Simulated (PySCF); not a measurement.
# C2H6GeOSi: core binding energies at several levels of theory, part 3 of 3

PySCF 2.14.0. Atoms count from 0. Earlier steps stand in the parts before.

## 8. Core-electron binding energies: SCAN, X2C

The job: settings as JSON, then the geometry in Å.

```
{"job": {"kind": "xps", "basis": "def2-TZVP"}, "charge": 0, "multiplicity": 1}
C      0.120471     1.540260     0.088261
C     -1.066267     0.897147    -0.031426
Si    -1.017593    -0.954532    -0.130555
Ge     1.350604    -0.871076     0.051570
O      1.326492     0.979302     0.141462
H      0.175616     2.636174     0.153767
H     -1.974754     1.503679    -0.060904
H     -1.497278    -1.549167    -1.415840
H     -1.678293    -1.682335     0.996054
H      2.241494    -1.193660    -1.158918
H      2.047715    -1.319381     1.346456
```

Method: delta-SCF UKS SCAN, def2-TZVP on the ionised atom, pcseg-1 elsewhere, spin-free X2C.

The program printed:

```text
ground state, core basis on atom 0 (C), 134 functions
  cycle   1  E = -2538.93997161  |g| = 6.47e-01
  cycle   2  E = -2538.67191416  |g| = 1.27e+00
  cycle   3  E = -2539.01497147  |g| = 2.67e-01
  cycle   4  E = -2539.03031851  |g| = 9.90e-02
  cycle   5  E = -2539.03299799  |g| = 2.57e-02
  cycle   6  E = -2539.03314773  |g| = 1.02e-02
  cycle   7  E = -2539.03317500  |g| = 1.55e-03
  cycle   8  E = -2539.03317793  |g| = 6.17e-04
  cycle   9  E = -2539.03317583  |g| = 1.18e-04
  E(ground) = -2539.20339929 Eh
hole in C 1s of atom 0
  cycle   1  E = -2527.72162945  |g| = 1.47e+00
  cycle   2  E = -2526.13626041  |g| = 2.12e+00
  cycle   3  E = -2528.09417522  |g| = 5.63e-01
  cycle   4  E = -2528.12092620  |g| = 5.74e-01
  cycle   5  E = -2528.26876683  |g| = 1.86e-01
  cycle   6  E = -2528.28548331  |g| = 5.42e-02
  cycle   7  E = -2528.28719523  |g| = 2.11e-02
  cycle   8  E = -2528.28769394  |g| = 1.05e-02
  cycle   9  E = -2528.28800015  |g| = 8.09e-03
  cycle  10  E = -2528.28823752  |g| = 4.28e-03
  cycle  11  E = -2528.28826987  |g| = 1.41e-03
  cycle  12  E = -2528.28827444  |g| = 6.48e-04
  cycle  13  E = -2528.28827434  |g| = 2.66e-04
  E(ion) = -2528.45697383 Eh   <S^2> = 0.8703   hole on atom = 1.000   binding energy = 292.425 eV
ground state, core basis on atom 1 (C), 134 functions
  cycle   1  E = -2539.03141100  |g| = 2.68e-02
  cycle   2  E = -2539.03079865  |g| = 5.35e-02
  cycle   3  E = -2539.03156972  |g| = 1.10e-02
  cycle   4  E = -2539.03159308  |g| = 4.58e-03
  cycle   5  E = -2539.03159581  |g| = 8.61e-04
  cycle   6  E = -2539.03159606  |g| = 1.99e-04
  E(ground) = -2539.20179802 Eh
hole in C 1s of atom 1
  cycle   1  E = -2527.80428784  |g| = 1.48e+00
  cycle   2  E = -2526.71023308  |g| = 1.93e+00
  cycle   3  E = -2528.14571018  |g| = 7.27e-01
  cycle   4  E = -2528.28293558  |g| = 4.86e-01
  cycle   5  E = -2528.37553324  |g| = 9.61e-02
  cycle   6  E = -2528.38000913  |g| = 1.52e-02
  cycle   7  E = -2528.38015836  |g| = 5.74e-03
  cycle   8  E = -2528.38018755  |g| = 3.21e-03
  cycle   9  E = -2528.38019478  |g| = 1.58e-03
  cycle  10  E = -2528.38019940  |g| = 8.59e-04
  cycle  11  E = -2528.38020086  |g| = 1.93e-04
  E(ion) = -2528.54972823 Eh   <S^2> = 0.7763   hole on atom = 1.000   binding energy = 289.858 eV
ground state, core basis on atom 2 (Si), 136 functions
  cycle   1  E = -2539.05491882  |g| = 4.09e-02
  cycle   2  E = -2539.05427129  |g| = 5.73e-02
  cycle   3  E = -2539.05491856  |g| = 2.83e-02
  cycle   4  E = -2539.05511482  |g| = 5.37e-03
  cycle   5  E = -2539.05512674  |g| = 9.17e-04
  cycle   6  E = -2539.05512459  |g| = 3.44e-04
  E(ground) = -2539.18393790 Eh
hole in Si 1s of atom 2
  cycle   1  E = -2470.10619748  |g| = 2.95e+00
  cycle   2  E = -2469.73525839  |g| = 1.92e+00
  cycle   3  E = -2470.18422351  |g| = 1.14e+00
  cycle   4  E = -2470.92863268  |g| = 5.13e-01
  cycle   5  E = -2471.01808169  |g| = 2.68e-01
  cycle   6  E = -2471.05344704  |g| = 7.21e-02
  cycle   7  E = -2471.05598069  |g| = 2.24e-02
  cycle   8  E = -2471.05621003  |g| = 7.28e-03
  cycle   9  E = -2471.05623898  |g| = 1.92e-03
  cycle  10  E = -2471.05624022  |g| = 4.78e-04
  E(ion) = -2471.19287567 Eh   <S^2> = 0.7523   hole on atom = 1.000   binding energy = 1850.131 eV
hole in Si 2p of atom 2
  cycle   1  E = -2534.77900742  |g| = 1.19e+00
  cycle   2  E = -2534.30414747  |g| = 1.27e+00
  cycle   3  E = -2534.87055213  |g| = 6.35e-01
  cycle   4  E = -2535.07659471  |g| = 2.64e-01
  cycle   5  E = -2535.10308593  |g| = 1.06e-01
  cycle   6  E = -2535.10891619  |g| = 3.72e-02
  cycle   7  E = -2535.10970024  |g| = 5.27e-03
  cycle   8  E = -2535.10970945  |g| = 3.50e-03
  cycle   9  E = -2535.10971650  |g| = 6.75e-04
  cycle  10  E = -2535.10971627  |g| = 1.79e-04
  E(ion) = -2535.25092300 Eh   <S^2> = 0.7531   hole on atom = 1.003   binding energy = 107.023 eV
  2p3/2 = 106.793 eV   2p1/2 = 107.404 eV
ground state, core basis on atom 4 (O), 134 functions
  cycle   1  E = -2539.05631209  |g| = 6.38e-02
  cycle   2  E = -2539.05246556  |g| = 1.49e-01
  cycle   3  E = -2539.05700282  |g| = 1.91e-02
  cycle   4  E = -2539.05709582  |g| = 5.97e-03
  cycle   5  E = -2539.05710748  |g| = 1.74e-03
  cycle   6  E = -2539.05710650  |g| = 3.81e-04
  E(ground) = -2539.22475042 Eh
hole in O 1s of atom 4
  cycle   1  E = -2518.43641630  |g| = 2.15e+00
  cycle   2  E = -2517.52326135  |g| = 2.20e+00
  cycle   3  E = -2518.92286253  |g| = 7.91e-01
  cycle   4  E = -2519.06683535  |g| = 5.72e-01
  cycle   5  E = -2519.25694715  |g| = 1.06e-01
  cycle   6  E = -2519.26170916  |g| = 1.58e-02
  cycle   7  E = -2519.26182902  |g| = 7.13e-03
  cycle   8  E = -2519.26186351  |g| = 2.46e-03
  cycle   9  E = -2519.26187035  |g| = 1.55e-03
  cycle  10  E = -2519.26187670  |g| = 1.21e-03
  cycle  11  E = -2519.26188655  |g| = 9.19e-04
  cycle  12  E = -2519.26189444  |g| = 4.16e-04
  E(ion) = -2519.43138506 Eh   <S^2> = 0.7663   hole on atom = 1.000   binding energy = 538.605 eV
```

Run time: 29 s. Hardware: 1 thread of Arm Neoverse V2, shared host; peak memory 0.5 GiB.

The holes in one table. −ε is the ground-state orbital energy:

```
       hole  stands for                                         environment  ΔSCF (eV; 2p as the shell's mean)  −ε (eV)   ⟨S²⟩
  C1s on C0          C0                        alkene carbon bearing oxygen                  292.43 (doubtful)    275.4  0.870
  C1s on C1          C1       β carbon of an enol-ether or enamine type C=C                             289.86    273.1  0.776
Si1s on Si2         Si2  silicon bonded to C, Ge, 2 H, in a 5-membered ring                            1850.13   1794.4  0.752
Si2p on Si2         Si2  silicon bonded to C, Ge, 2 H, in a 5-membered ring                             107.00     96.4  0.753
  O1s on O4          O4        oxygen bonded to C, Ge, in a 5-membered ring                             538.60    517.1  0.766
```

Doubtful: the ion did not converge, its hole moved, or its ⟨S²⟩ is well above 0.75.

With the spin-orbit splitting: Si2 2p3/2 106.79, 2p1/2 107.40 eV. The table gives each 2p level as the mean over the whole 2p shell (two parts 2p3/2, one part 2p1/2), which differs a little from the single hole in the log.

## 9. Core holes by ΔSCF: SCAN, non-relativistic

Settings changed since step 8:

```diff
@@ -1,2 +1,2 @@
-{"job": {"kind": "xps", "basis": "def2-TZVP"}, "charge": 0, "multiplicity": 1}
+{"job": {"kind": "xps", "x2c": false}, "charge": 0, "multiplicity": 1}
 C      0.120471     1.540260     0.088261
```

Level: delta-SCF UKS SCAN, pcX-2 on the ionised atom, pcseg-1 elsewhere, non-relativistic.

The program printed:

```text
ground state, core basis on atom 0 (C), 148 functions
  cycle   1  E = -2521.08012463  |g| = 6.66e-01
  cycle   2  E = -2520.81793805  |g| = 1.27e+00
  cycle   3  E = -2521.15908249  |g| = 2.69e-01
  cycle   4  E = -2521.17372137  |g| = 1.10e-01
  cycle   5  E = -2521.17700604  |g| = 2.73e-02
  cycle   6  E = -2521.17717580  |g| = 1.04e-02
  cycle   7  E = -2521.17720399  |g| = 1.87e-03
  cycle   8  E = -2521.17720251  |g| = 7.80e-04
  cycle   9  E = -2521.17720211  |g| = 1.16e-04
  E(ground) = -2521.34542891 Eh
hole in C 1s of atom 0
  cycle   1  E = -2509.86668010  |g| = 1.51e+00
  cycle   2  E = -2508.20241795  |g| = 2.30e+00
  cycle   3  E = -2510.30462067  |g| = 4.91e-01
  cycle   4  E = -2510.28332122  |g| = 5.73e-01
  cycle   5  E = -2510.43277766  |g| = 1.75e-01
  cycle   6  E = -2510.44731226  |g| = 5.60e-02
  cycle   7  E = -2510.44910516  |g| = 2.29e-02
  cycle   8  E = -2510.44962578  |g| = 1.02e-02
  cycle   9  E = -2510.44990686  |g| = 8.14e-03
  cycle  10  E = -2510.45012707  |g| = 3.92e-03
  cycle  11  E = -2510.45015451  |g| = 1.38e-03
  cycle  12  E = -2510.45016034  |g| = 6.90e-04
  cycle  13  E = -2510.45015915  |g| = 2.42e-04
  E(ion) = -2510.61718434 Eh   <S^2> = 0.8774   hole on atom = 1.000   binding energy = 291.930 eV
ground state, core basis on atom 1 (C), 148 functions
  cycle   1  E = -2521.17547565  |g| = 4.44e-02
  cycle   2  E = -2521.17494116  |g| = 5.04e-02
  cycle   3  E = -2521.17536764  |g| = 3.13e-02
  cycle   4  E = -2521.17559517  |g| = 1.27e-02
  cycle   5  E = -2521.17562765  |g| = 1.28e-03
  cycle   6  E = -2521.17563044  |g| = 2.18e-04
  E(ground) = -2521.34381603 Eh
hole in C 1s of atom 1
  cycle   1  E = -2509.95070977  |g| = 1.52e+00
  cycle   2  E = -2508.81011206  |g| = 2.09e+00
  cycle   3  E = -2510.35516781  |g| = 6.64e-01
  cycle   4  E = -2510.42133021  |g| = 5.48e-01
  cycle   5  E = -2510.54027484  |g| = 8.86e-02
  cycle   6  E = -2510.54367737  |g| = 1.61e-02
  cycle   7  E = -2510.54383204  |g| = 7.15e-03
  cycle   8  E = -2510.54386767  |g| = 3.25e-03
  cycle   9  E = -2510.54387544  |g| = 1.61e-03
  cycle  10  E = -2510.54387850  |g| = 6.90e-04
  cycle  11  E = -2510.54387976  |g| = 1.97e-04
  E(ion) = -2510.71179908 Eh   <S^2> = 0.7779   hole on atom = 1.000   binding energy = 289.312 eV
ground state, core basis on atom 2 (Si), 159 functions
  cycle   1  E = -2521.20961321  |g| = 2.64e-02
  cycle   2  E = -2521.20922938  |g| = 4.11e-02
  cycle   3  E = -2521.20964333  |g| = 1.54e-02
  cycle   4  E = -2521.20969596  |g| = 6.50e-03
  cycle   5  E = -2521.20970537  |g| = 5.75e-04
  cycle   6  E = -2521.20970467  |g| = 1.43e-04
  E(ground) = -2521.33733098 Eh
hole in Si 1s of atom 2
  cycle   1  E = -2452.44860269  |g| = 4.32e+00
  cycle   2  E = -2452.12270186  |g| = 2.30e+00
  cycle   3  E = -2452.42629178  |g| = 1.29e+00
  cycle   4  E = -2453.25268309  |g| = 7.29e-01
  cycle   5  E = -2453.45845380  |g| = 3.34e-01
  cycle   6  E = -2453.50669515  |g| = 1.08e-01
  cycle   7  E = -2453.51193826  |g| = 4.60e-02
  cycle   8  E = -2453.51301025  |g| = 8.56e-03
  cycle   9  E = -2453.51303900  |g| = 4.53e-03
  cycle  10  E = -2453.51305172  |g| = 5.32e-04
  cycle  11  E = -2453.51305049  |g| = 2.48e-04
  E(ion) = -2453.64740806 Eh   <S^2> = 0.7525   hole on atom = 1.000   binding energy = 1841.937 eV
hole in Si 2p of atom 2
  cycle   1  E = -2516.93757258  |g| = 1.23e+00
  cycle   2  E = -2516.48302706  |g| = 1.33e+00
  cycle   3  E = -2517.05756724  |g| = 6.07e-01
  cycle   4  E = -2517.23926360  |g| = 2.69e-01
  cycle   5  E = -2517.26618580  |g| = 1.09e-01
  cycle   6  E = -2517.27233369  |g| = 3.65e-02
  cycle   7  E = -2517.27306174  |g| = 6.72e-03
  cycle   8  E = -2517.27307417  |g| = 4.13e-03
  cycle   9  E = -2517.27308302  |g| = 7.30e-04
  cycle  10  E = -2517.27308561  |g| = 2.01e-04
  E(ion) = -2517.41210501 Eh   <S^2> = 0.7533   hole on atom = 1.002   binding energy = 106.811 eV
  2p3/2 = 106.577 eV   2p1/2 = 107.194 eV
ground state, core basis on atom 4 (O), 148 functions
  cycle   1  E = -2521.20225121  |g| = 7.40e-02
  cycle   2  E = -2521.19909533  |g| = 1.36e-01
  cycle   3  E = -2521.20266831  |g| = 3.20e-02
  cycle   4  E = -2521.20284851  |g| = 1.40e-02
  cycle   5  E = -2521.20290648  |g| = 3.25e-03
  cycle   6  E = -2521.20290945  |g| = 5.66e-04
  cycle   7  E = -2521.20290664  |g| = 1.32e-04
  E(ground) = -2521.36855657 Eh
hole in O 1s of atom 4
  cycle   1  E = -2500.59731433  |g| = 2.23e+00
  cycle   2  E = -2499.64882685  |g| = 2.44e+00
  cycle   3  E = -2501.17472019  |g| = 7.11e-01
  cycle   4  E = -2501.21608218  |g| = 6.23e-01
  cycle   5  E = -2501.44401357  |g| = 8.55e-02
  cycle   6  E = -2501.44688117  |g| = 1.98e-02
  cycle   7  E = -2501.44707534  |g| = 6.41e-03
  cycle   8  E = -2501.44710130  |g| = 2.52e-03
  cycle   9  E = -2501.44711090  |g| = 1.52e-03
  cycle  10  E = -2501.44711600  |g| = 1.23e-03
  cycle  11  E = -2501.44712466  |g| = 9.05e-04
  cycle  12  E = -2501.44713424  |g| = 4.07e-04
  E(ion) = -2501.61406063 Eh   <S^2> = 0.7670   hole on atom = 1.000   binding energy = 537.547 eV
```

Run time: 30 s. Hardware: 1 thread of Arm Neoverse V2, shared host; peak memory 0.63 GiB.

The holes in one table. −ε is the ground-state orbital energy:

```
       hole  stands for                                         environment  ΔSCF (eV; 2p as the shell's mean)  −ε (eV)   ⟨S²⟩
  C1s on C0          C0                        alkene carbon bearing oxygen                  291.93 (doubtful)    275.4  0.877
  C1s on C1          C1       β carbon of an enol-ether or enamine type C=C                             289.31    273.1  0.778
Si1s on Si2         Si2  silicon bonded to C, Ge, 2 H, in a 5-membered ring                            1841.94   1789.3  0.753
Si2p on Si2         Si2  silicon bonded to C, Ge, 2 H, in a 5-membered ring                             106.78     96.3  0.753
  O1s on O4          O4        oxygen bonded to C, Ge, in a 5-membered ring                             537.55    516.8  0.767
```

Doubtful: the ion did not converge, its hole moved, or its ⟨S²⟩ is well above 0.75.

With the spin-orbit splitting: Si2 2p3/2 106.58, 2p1/2 107.19 eV. The table gives each 2p level as the mean over the whole 2p shell (two parts 2p3/2, one part 2p1/2), which differs a little from the single hole in the log.

## 10. Summary of results

The summary covers parts 1 to 3.

| quantity | value |
| --- | --- |
| C1s binding energies, SCAN/pcX-2 (standing for 1 of 2 atoms) | C1 289.41 eV |
| Si1s binding energies, SCAN/pcX-2 | Si2 1846.30 eV |
| Si2p binding energies, SCAN/pcX-2 | Si2 106.75 eV |
| O1s binding energies, SCAN/pcX-2 | O4 537.91 eV |
| C1s binding energies, B3LYP/pcX-2 | C0 292.12, C1 289.46 eV |
| Si1s binding energies, B3LYP/pcX-2 | Si2 1844.94 eV |
| Si2p binding energies, B3LYP/pcX-2 | Si2 106.71 eV |
| O1s binding energies, B3LYP/pcX-2 | O4 537.62 eV |
| C1s binding energies, PBE0/pcX-2 | C0 291.58, C1 288.97 eV |
| Si1s binding energies, PBE0/pcX-2 | Si2 1844.12 eV |
| Si2p binding energies, PBE0/pcX-2 | Si2 106.39 eV |
| O1s binding energies, PBE0/pcX-2 | O4 537.18 eV |
| C1s binding energies, PBE/pcX-2 | C0 291.08, C1 288.62 eV |
| Si1s binding energies, PBE/pcX-2 | Si2 1842.95 eV |
| Si2p binding energies, PBE/pcX-2 | Si2 106.04 eV |
| O1s binding energies, PBE/pcX-2 | O4 536.97 eV |
| C1s binding energies, SCAN/pcX-1 (standing for 1 of 2 atoms) | C1 289.43 eV |
| Si1s binding energies, SCAN/pcX-1 | Si2 1846.36 eV |
| Si2p binding energies, SCAN/pcX-1 | Si2 106.90 eV |
| O1s binding energies, SCAN/pcX-1 | O4 538.03 eV |
| C1s binding energies, SCAN/def2-TZVP (standing for 1 of 2 atoms) | C1 289.86 eV |
| Si1s binding energies, SCAN/def2-TZVP | Si2 1850.13 eV |
| Si2p binding energies, SCAN/def2-TZVP | Si2 107.00 eV |
| O1s binding energies, SCAN/def2-TZVP | O4 538.60 eV |
| C1s binding energies, SCAN/pcX-2, non-relativistic (standing for 1 of 2 atoms) | C1 289.31 eV |
| Si1s binding energies, SCAN/pcX-2, non-relativistic | Si2 1841.94 eV |
| Si2p binding energies, SCAN/pcX-2, non-relativistic | Si2 106.78 eV |
| O1s binding energies, SCAN/pcX-2, non-relativistic | O4 537.55 eV |
| property runs in this session | 8, of which 1 failed and 0 gave unsound results |

Single values in the summary come from the first sound run of each kind (SCAN/pcX-2), which need not be the best level. At B3LYP/pcX-2: C0 (alkene carbon bearing oxygen) binds its C1s electron 2.66 eV more tightly than C1 (β carbon of an enol-ether or enamine type C=C). At PBE0/pcX-2: The C1s levels kept as sound span 2.61 eV, from C1 (β carbon of an enol-ether or enamine type C=C) up to C0 (alkene carbon bearing oxygen). At PBE/pcX-2: The C1s levels kept as sound span 2.46 eV, from C1 (β carbon of an enol-ether or enamine type C=C) up to C0 (alkene carbon bearing oxygen).
